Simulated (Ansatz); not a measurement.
# SiPH5 (SMILES [SiH3]P) at wB97M-V/STO-3G

What is the electronic atomisation energy of SiPH5 at wB97M-V/STO-3G? 

The results are computed with Ansatz 0.2.0.

50 further runs of the same task are left out: 50 set aside as unsound or not needed.

**1. The system as given**

The species is SiPH5 (7 atoms), meant as a singlet with charge 0. SMILES: `[SiH3]P`. Geometry: relaxed at GFN2-xTB.

Bond lengths: Si1–P2 2.234 Å, Si1–H3 1.462 Å, Si1–H4 1.462 Å, Si1–H5 1.465 Å, P2–H6 1.383 Å, P2–H7 1.383 Å. Angles: Si1–P2–H6 95.7°, Si1–P2–H7 95.8°, P2–Si1–H3 106.9°, P2–Si1–H4 106.8°, P2–Si1–H5 113.1°, H6–P2–H7 92.2°, H3–Si1–H4 111.1°, H3–Si1–H5 109.5°, H4–Si1–H5 109.5°.

**2. The energy at wB97M-V/STO-3G**

run.yaml reads:

```yaml
crystal:
  periodic: [false, false, false]
  atoms:
    - {symbol: Si, position_ang: [-0.640830, -0.361550, -0.395920]}
    - {symbol: P, position_ang: [1.061310, -0.009120, 1.007680]}
    - {symbol: H, position_ang: [-1.825500, -0.602940, 0.426340]}
    - {symbol: H, position_ang: [-0.298920, -1.544330, -1.184630]}
    - {symbol: H, position_ang: [-0.890510, 0.768910, -1.293660]}
    - {symbol: H, position_ang: [0.664680, 1.260240, 1.387120]}
    - {symbol: H, position_ang: [1.929760, 0.488790, 0.053060]}
basis:
  gaussian: {orbitals: STO-3G}
hamiltonian: {xc: {name: wB97M-V}}
accuracy: high
```

Launch:

```bash
$ ansatz run run.yaml --threads 1 --pin off --max-ram 2610MiB --events-out events.jsonl --progress --plain --runs-dir runs
```

What it wrote:

```text
Warning: RAYON_NUM_THREADS=1 ignored (pool sized by the plan → 1); use --threads N
Functional definition: wB97M-V
  name "wB97M-V"
  parameter omega = 0.3/bohr
  parameter cx = 0.15
  parameter cx01 = 1.007
  parameter cx10 = 0.259
  parameter css00 = 0.443
  parameter css04 = -1.437
  parameter css10 = -4.535
  parameter css20 = -3.390
  parameter css43 = 4.278
  parameter cos00 = 1.000
  parameter cos10 = 1.358
  parameter cos20 = 2.924
  parameter cos21 = -8.812
  parameter cos60 = -1.390
  parameter cos61 = 9.142
  parameter b = 6.0
  parameter c = 0.01
  gx(w, u) = 1 - cx + cx01*u + cx10*w
  gss(w, u) = css00 + css04*u^4 + css10*w + css20*w^2 + css43*w^4*u^3
  gos(w, u) = cos00 + cos10*w + (cos20 + cos21*u)*w^2 + (cos60 + cos61*u)*w^6
  exchange = spin_sum(e_x_unif_sr(omega)*gx(b97_w, b97_u_x)) + cx*exact_x_sr(omega) + exact_x_lr(omega)
  correlation = spin_sum(e_c_pw_mod_same_spin*gss(b97_w, b97_u_same))
      + integral(e_c_pw_mod_opposite_spin*gos(b97_w_opposite, b97_u_opposite)) + vv10(b, c)
414 factors; integrals over basis functions are off by at most 1.0e-8 eV
173 factors; integrals over basis functions are off by at most 1.3e-9 eV
mean field evaluation 1: about -17051.8766 eV, gradient 1.0e1 eV
mean field evaluation 2: about -17052.2722 eV, gradient 3.6e0 eV
mean field evaluation 4: about -17052.3143 eV, gradient 8.8e-2 eV
mean field evaluation 8: about -17052.2559 eV, gradient 1.9e-3 eV
mean field evaluation 16: about -17052.2559 eV, gradient 4.4e-8 eV
mean field -17052.25585007 eV, -626.6588440558 hartree, gradient 4.4e-8 eV, S^2 0.000000; 0 other end points of the search recorded, 0 dependent functions left out
reference -17052.25585289 eV, -626.6588441597 hartree; 17, 17 occupied and 6, 6 virtual orbitals, 414 factors
Total energy: -17052.25585289 eV, -626.6588441597 hartree
```

Run time: 26 s. Hardware: 1 thread of Arm Neoverse V1, shared host; peak memory 0.32 GiB.

**3. The H atom at the same level**

input.yaml reads:

```yaml
crystal:
  periodic: [false, false, false]
  atoms:
    - {symbol: H, position_ang: [0.000000, 0.000000, 0.000000]}
basis:
  gaussian:
    orbitals: STO-3G
total_charge: 0
magnetization:
  spin_polarized: true
  initial_magnetization: 1
hamiltonian:
  xc: {name: wB97M-V}
accuracy: high
```

Run the same way, it converges to -0.45654 Eh (log not shown).

**4. The P atom, same level**

run.yaml reads:

```yaml
crystal:
  periodic: [false, false, false]
  atoms:
    - {symbol: P, position_ang: [0.000000, 0.000000, 0.000000]}
basis:
  gaussian:
    orbitals: STO-3G
magnetization:
  spin_polarized: true
  initial_magnetization: 3
hamiltonian:
  xc: {name: wB97M-V}
accuracy: high
```

Run the same way, it converges to -337.38768 Eh (log not shown).

**5. The Si atom**

run.yaml reads:

```yaml
crystal:
  periodic: [false, false, false]
  atoms:
    - {symbol: Si, position_ang: [0.000000, 0.000000, 0.000000]}
basis:
  gaussian:
    orbitals: STO-3G
magnetization:
  spin_polarized: true
  initial_magnetization: 2
hamiltonian:
  xc: {name: wB97M-V}
accuracy: high
```

Launch:

```bash
$ ansatz run run.yaml --threads 1 --pin off --max-ram 2610MiB --events-out events.jsonl --progress --plain --runs-dir runs
```

What it wrote (excerpt; [...] marks lines left out):

```text
Warning: RAYON_NUM_THREADS=1 ignored (pool sized by the plan → 1); use --threads N
[... 2 set-up lines as earlier in the session ...]
[...]
  gx(w, u) = 1 - cx + cx01*u + cx10*w
  gss(w, u) = css00 + css04*u^4 + css10*w + css20*w^2 + css43*w^4*u^3
  gos(w, u) = cos00 + cos10*w + (cos20 + cos21*u)*w^2 + (cos60 + cos61*u)*w^6
[...]
      + integral(e_c_pw_mod_opposite_spin*gos(b97_w_opposite, b97_u_opposite)) + vv10(b, c)
42 factors; integrals over basis functions are off by at most 2.5e-9 eV
29 factors; integrals over basis functions are off by at most 4.1e-10 eV
[...]
mean field -7781.55893940 eV, -285.9670164927 hartree, gradient 6.5e-9 eV, S^2 2.000002; 0 other end points of the search recorded, 0 dependent functions left out
reference -7781.55894108 eV, -285.9670165546 hartree; 8, 6 occupied and 1, 3 virtual orbitals, 42 factors
Total energy: -7781.55894108 eV, -285.9670165546 hartree
```

It took 3.3 s on 1 thread of Arm Neoverse V1, shared host; peak memory 0.22 GiB.

**6. What came out**

At wB97M-V/STO-3G:

```
                     quantity          value
       molecule: total energy  -626.65884 Eh
         H atom: total energy    -0.45654 Eh
                 H atom: ⟨S²⟩          0.750
         P atom: total energy  -337.38768 Eh
                 P atom: ⟨S²⟩          3.750
        Si atom: total energy  -285.96702 Eh
                Si atom: ⟨S²⟩          2.000
electronic atomisation energy      27.795 eV
```

What this shows: Taking the molecule apart into free atoms costs 27.79 eV (2682 kJ/mol), before zero-point energy and without spin-orbit coupling. In a minimal basis such a difference can be off by several eV, whatever the method.
